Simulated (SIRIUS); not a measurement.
Runs of SIRIUS 7.12.0 on Hf2Pd2Se2Br2O3. It takes space group P6mm (No. 183, hexagonal). Conventional cell: a = 5.759 Å, b = 5.759 Å, c = 8.525 Å, α = 90.00°, β = 90.00°, γ = 120.00°. Hf (site symmetry 3m) is surrounded by 3 O at 1.92 Å. Pd (site symmetry 3m) is surrounded by 1 Se at 2.33 Å. Around Se (site symmetry 3m) lie 1 Pd at 2.33 Å and 1 Hf at 2.67 Å. Br (site symmetry 6mm) has 6 Pd at 3.33 Å and 6 O at 3.80 Å as nearest neighbours. Br (site symmetry 6mm) is surrounded by 6 O at 3.46 Å and 6 Hf at 3.46 Å and 6 Se at 3.74 Å. O (site symmetry 2mm) has 2 Hf at 1.92 Å as nearest neighbours. The cell was built by a generator and needn't be a form met in nature.

| level | potentials or basis | cell | k mesh | smearing | libxc names | mesh quality | gap on the mesh (eV) | pressure (GPa) | largest force (eV/Å) |
| --- | --- | --- | --- | --- | --- | --- | --- | --- | --- |
| PBE | PseudoDojo 0.4.1 PBE standard (scalar relativistic) | as given | 6 × 6 × 3 | fermi-dirac 0.05 eV | ["XC_GGA_X_PBE", "XC_GGA_C_PBE"] | not flagged | none | -0.6 | 0.41 |
| PBE | PseudoDojo 0.4.1 PBE standard (scalar relativistic) | atoms moved at random, drawn with an rms of 0.05 Å | 6 × 6 × 3 | fermi-dirac 0.05 eV | ["XC_GGA_X_PBE", "XC_GGA_C_PBE"] | not flagged | none | 0.5 | 2.38 |
| OLYP | PseudoDojo 0.5 PBE standard (scalar relativistic) | as given | 3 × 3 × 2 | fermi-dirac 0.05 eV | ["XC_GGA_X_OPTX", "XC_GGA_C_LYP"] | coarse | none | 1.3 | (a) |
| PBE+D3(BJ) | SPMS 1.0 PBE (norm-conserving) | cell strained at random at fixed volume | 3 × 3 × 2 | fermi-dirac 0.1 eV | ["XC_GGA_X_PBE", "XC_GGA_C_PBE"] | coarse | none | -2.2 | 1.59 |

Alike in all rows: task single point; no spin polarisation; cutoff (eV) 1177.

Problem. Fill in the values left out.

Solution. (a) 0.81.

Caveats: some runs use coarse meshes; this set's palladium file may shift the pressure by some GPa (some runs); the potentials were made for another functional, which shifts forces and pressure (some runs); pairwise dispersion overbinds metals, which lowers pressure and volume (some runs).

A k mesh can miss the band edges, and the runs leave out spin-orbit coupling on Br, Hf, Pd, Se.

A gap of «none» marks a metal or a gap under the smearing width.
